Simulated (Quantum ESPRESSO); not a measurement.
Wanted: the native input for a Quantum ESPRESSO 7.5 run.

```yaml
Task: single point
Functional: LDA
Potentials_or_basis: GBRV 1.5 LDA
Cutoff: 612 eV
Density_cutoff: 4898 eV
k_mesh: 3 × 3 × 3
Occupations: gaussian, width 0.05 eV
Spin: collinear spin, ferromagnetic start
Starting_moments: "[4.0, 0.0] μB"
Hubbard_terms: Ru d U = 1 eV
Hubbard_projectors: ortho-atomic
Double: 4
Magnetic_state_asked_for: free
Moments_locked: none
Start_of_the_occupations: atomic
Form_of_the_LDA_correlation: PZ81
Formal_shell_electrons: 1 d6
Mixing_beta: 0.3
SCF_threshold: 8e-08 Ry
Most_SCF_iterations: 120
Mixing_ndim: 12
```

RuS:

```
Ru S
1.0
     3.03190    0.00000    0.00000
     0.00000    3.03190    0.00000
     0.00000    0.00000    3.03190
Ru S
1 1
Direct
  0.00000 0.00000 0.00000
  0.50000 0.50000 0.50000
```

The cell comes from a database or a generator and needn't be the stable form of this composition.

These files were run (other wordings do the same):

pw.in

```
&CONTROL
  calculation = 'scf'
  prefix = 'pwscf'
  outdir = './tmp'
  pseudo_dir = './pseudo'
  tprnfor = .true.
  tstress = .true.
  disk_io = 'low'
/
&SYSTEM
  ibrav = 0
  nat = 2
  ntyp = 2
  ecutwfc = 45
  ecutrho = 360
  nbnd = 21
  occupations = 'smearing'
  smearing = 'gaussian'
  degauss = 0.00367493
  nspin = 2
  starting_magnetization(1) = 0.25
  starting_magnetization(2) = 0
/
&ELECTRONS
  conv_thr = 8d-08
  electron_maxstep = 120
  mixing_beta = 0.3
  mixing_ndim = 12
/
ATOMIC_SPECIES
Ru   101.0700 ru_lda_v1.2.uspp.F.UPF
S     32.0600 s_lda_v1.4.uspp.F.UPF
CELL_PARAMETERS angstrom
   3.0319028300    0.0000000000    0.0000000000
   0.0000000000    3.0319028300    0.0000000000
   0.0000000000    0.0000000000    3.0319028300
ATOMIC_POSITIONS crystal
Ru     0.0000000000    0.0000000000    0.0000000000
S      0.5000000000    0.5000000000    0.5000000000
K_POINTS automatic
3 3 3 0 0 0
HUBBARD {ortho-atomic}
U Ru-4d 1.0
```

pp_density.in

```
&INPUTPP
  prefix = 'pwscf'
  outdir = './tmp'
  filplot = 'density.dat'
  plot_num = 0
/
&PLOT
  nfile = 1
  filepp(1) = 'density.dat'
  iflag = 3
  output_format = 6
  fileout = 'density.cube'
/
```

pp_potential.in

```
&INPUTPP
  prefix = 'pwscf'
  outdir = './tmp'
  filplot = 'potential.dat'
  plot_num = 11
/
&PLOT
  nfile = 1
  filepp(1) = 'potential.dat'
  iflag = 3
  output_format = 6
  fileout = 'potential.cube'
/
```

pp_spin.in

```
&INPUTPP
  prefix = 'pwscf'
  outdir = './tmp'
  filplot = 'spin.dat'
  plot_num = 6
/
&PLOT
  nfile = 1
  filepp(1) = 'spin.dat'
  iflag = 3
  output_format = 6
  fileout = 'spin.cube'
/
```

Potentials or basis: GBRV 1.5 LDA.

Command:

```console
$ OMP_NUM_THREADS=1 pw.x -in pw.in > pw.out
$ OMP_NUM_THREADS=1 pp.x -in pp_density.in > pp_density.out
$ OMP_NUM_THREADS=1 pp.x -in pp_potential.in > pp_potential.out
$ OMP_NUM_THREADS=1 pp.x -in pp_spin.in > pp_spin.out
```

Results of the run:

| Quantity | Value |
| --- | --- |
| Pressure | -19.1 GPa |
| Band gap on the k mesh | none (metal or under the smearing width) |
| Net moment | 1.04 μB per cell |
| Absolute moment | 1.05 μB per cell |
| Site moments | Ru +0.92; S +0.04 μB |
| Valence electrons inside the program's atomic spheres | Ru 13.81; S 4.63 |

Caveat: the k mesh is coarse (spacing up to 0.69 Å⁻¹), so the values aren't converged; the moment fell far below its start of 4 μB, so a state of higher moment may lie lower in energy.

Wall time 11 s on 1 thread of Arm Neoverse V1 (shared host), peak memory 0.11 GiB.
